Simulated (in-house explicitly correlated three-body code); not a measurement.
# Two electrons around a charge of +7 under Yukawa screening of 0.14 per bohr: exact states

One table from this session's results is given with a row withheld; the runs are named, their logs left out.

The numbers are computed with in-house explicitly correlated three-body code version 1 (two electrons, non-relativistic, variational in exponentially correlated functions), except any that are marked as measured or tabulated.

### The atom as given

- charge of the centre: +7
- mass of the centre: infinite
- interactions: Yukawa, exp(−0.14 r)/r, between all pairs
- basis: 260 functions exp(−a r1 − b r2 − g r12) a state, exponent ranges optimised
- units: hartree and bohr; relativity and QED are left out

The first run:

Settings:

```ini
Z = 7.0
screening = 0.14
interaction_strength = 1.0
functions = 260
states_tried = 13
```

Command:

```bash
python run_hyl.py task.json out
```

Among the steps run: The variational calculation.

One of the session's tables, all rows but one given; the rest of the session is left out.

```
state  binding (eV)  excitation (eV)  ⟨r12⟩ (bohr)
 1 ¹S       529.380                0        0.3350
 2 ³S       110.740          418.640        0.9715
 2 ¹S       104.214          425.166         1.006
 2 ³P       104.100          425.280        0.8610
 2 ¹P       99.7664          429.614        0.8660
 3 ³S       37.3592          492.021         2.208
 3 ¹S             ?                ?             ?
 3 ³P       35.4766          493.904         2.113
 3 ¹P       34.3143          495.066         2.159
 4 ³S       14.0927          515.287         4.117
 4 ¹S       13.4858          515.894         4.219
 4 ³P       13.2943          516.086         4.059
 4 ¹P       12.8633          516.517         4.135
```

**Question.** Estimate the row for 3 ¹S.

As computed: binding (eV): 35.6994; excitation (eV): 493.681; ⟨r12⟩ (bohr): 2.274. In the column «binding (eV)» it lies between 3 ³P (35.4766) and 3 ³S (37.3592).
